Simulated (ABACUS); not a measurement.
Runs of ABACUS 3.10.1 on HPbNO4. The typed cell holds 7 atoms: a = 4.275 Å, b = 5.609 Å, c = 5.670 Å, α = 100.02°, β = 111.92°, γ = 111.82°. The cell was built by a generator and needn't be a form met in nature.

| task | level | potentials or basis | k mesh | cutoff (eV) | threshold of the eigensolver | path | points for each segment of the path | symmetry key | mesh quality | gap on the mesh (eV) | pressure (GPa) | V0 of scaled cells (Å³/atom) | B0 (GPa) | largest force (eV/Å) |
| --- | --- | --- | --- | --- | --- | --- | --- | --- | --- | --- | --- | --- | --- | --- |
| equation of state | PBEsol | Ansatz NC PBE, plane waves | 5 × 4 × 4 | 1252 | - | - | - | 1 | coarse | - | - | 15.15 | 90 | - |
| single point | M06-L | SG15 ONCV 1.2 PBE, plane waves | 4 × 3 × 3 | 1320 | - | - | - | 1 | coarse | (b) | -3.2 | - | - | 0.71 |
| single point | PBEsol | Ansatz NC PBE, plane waves | 5 × 4 × 4 | 1252 | - | - | - | 1 | not flagged | 2.96 | -2.5 | - | - | 0.40 |
| single point | r2SCAN | SG15 ONCV 1.2 PBE, plane waves | 4 × 3 × 3 | 1320 | - | - | - | 1 | coarse | 3.29 | -3.1 | - | - | (a) |
| single point | LDA | PseudoDojo NC SR 0.4.1 LDA stringent, plane waves | 5 × 4 × 4 | 1252 | - | - | - | 1 | not flagged | 2.88 | -5.0 | - | - | 0.68 |
| equation of state | r2SCAN | SG15 ONCV 1.2 PBE, plane waves | 4 × 3 × 3 | 1320 | - | - | - | 1 | coarse | - | - | 15.06 | 94 | - |

Alike in all rows: no spin polarisation; cell as given; smearing fermi-dirac 0.05 eV.

Question: Fill in the values left out.

Answer: (a) 0.47; (b) 3.22.

Caveats: some runs use coarse meshes; the potentials were made for another functional, which shifts forces and pressure (some runs); spin-orbit coupling is left out, which as a rule narrows the gap of such compounds by several tenths of an eV (some runs); an odd mesh through Γ misses points on the zone boundary, where band edges often lie (some runs); the cell was scaled at fixed shape and fractional positions, which overstates the stiffness of a crystal with free parameters, most of all of layers and chains (some runs).

A k mesh can miss the band edges, and the runs leave out spin-orbit coupling on Pb.

The runs don't all hold the same shells in valence.

Runs at the PBE level aren't shown here.
